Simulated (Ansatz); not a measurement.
# C₂H₂ClGa (SMILES C#[C][GaH][Cl]): functionals against CCSD(T) at one geometry

One table from this session's results is given with a row withheld; the runs are named, their logs left out.

Method: single points in def2-TZVPP; program: Ansatz 0.2.0, Gaussian basis.

Cores are frozen in the correlated methods. Filled d shells of the heavier atoms are correlated.

### The starting structure

SMILES `C#[C][GaH][Cl]`, 6 atoms, charge 0, spin multiplicity 1.

Atoms are counted from 1 here; the program's logs count them from 0.

Bond lengths: C1–C2 1.355 Å, C1–H5 1.009 Å, C2–Ga3 1.893 Å, Ga3–Cl4 2.063 Å, Ga3–H6 1.581 Å. Angles: C2–C1–H5 169.6°, C1–C2–Ga3 175.1°, C2–Ga3–Cl4 116.2°, C2–Ga3–H6 116.6°, Cl4–Ga3–H6 126.9°.

Coordinates:

```xyz
6
C2H2ClGa
C     1.81490   -0.69740    0.06150
C     0.58540   -0.12700    0.06790
Ga   -1.19340    0.52160    0.07440
Cl   -2.48370   -0.34960   -1.27850
H     2.78520   -0.96400   -0.01530
H    -1.56880    1.54530    1.21920
```

Set-up of the first run:

The input, run/in.yaml:

```yaml
crystal:
  periodic: [false, false, false]
  atoms:
    - {symbol: C, position_ang: [1.814900, -0.697400, 0.061500]}
    - {symbol: C, position_ang: [0.585400, -0.127000, 0.067900]}
    - {symbol: Ga, position_ang: [-1.193400, 0.521600, 0.074400]}
    - {symbol: Cl, position_ang: [-2.483700, -0.349600, -1.278500]}
    - {symbol: H, position_ang: [2.785200, -0.964000, -0.015300]}
    - {symbol: H, position_ang: [-1.568800, 1.545300, 1.219200]}
basis:
  gaussian: {orbitals: def2-TZVPP}
correlation: {method: ccsd_t}
output: {forces: true}
```

No record of the launch command was kept for these runs.

Steps of the session up to this table: CCSD(T)/def2-TZVPP; PBE0-D4/def2-TZVPP; wB97M-V/def2-TZVPP; r2SCAN-D4/def2-TZVPP; PBE-D4/def2-TZVPP; SPW92/def2-TZVPP; BHLYP-D4/def2-TZVPP.

One table of the session follows, with a row left open; its other results are not shown here.

| method | RMS force component (eV/Å) | angle to CCSD(T) forces (°) | dipole (D) |
| --- | --- | --- | --- |
| CCSD(T) | 3.530 | reference | 1.17 |
| PBE0-D4 | ? | ? | ? |
| wB97M-V | 4.097 | 2.6 | 1.19 |
| r2SCAN-D4 | 3.815 | 1.7 | 1.22 |
| PBE-D4 | 3.649 | 1.2 | 1.13 |
| SPW92 | 3.748 | 3.9 | 1.19 |
| BHLYP-D4 | 4.306 | 4.1 | 1.28 |

Q: Estimate the row for PBE0-D4 from the others.

As computed: RMS force component (eV/Å): 3.989; angle to CCSD(T) forces (°): 2.2; dipole (D): 1.22. In the column «RMS force component (eV/Å)» it lies between r2SCAN-D4 (3.815) and wB97M-V (4.097).
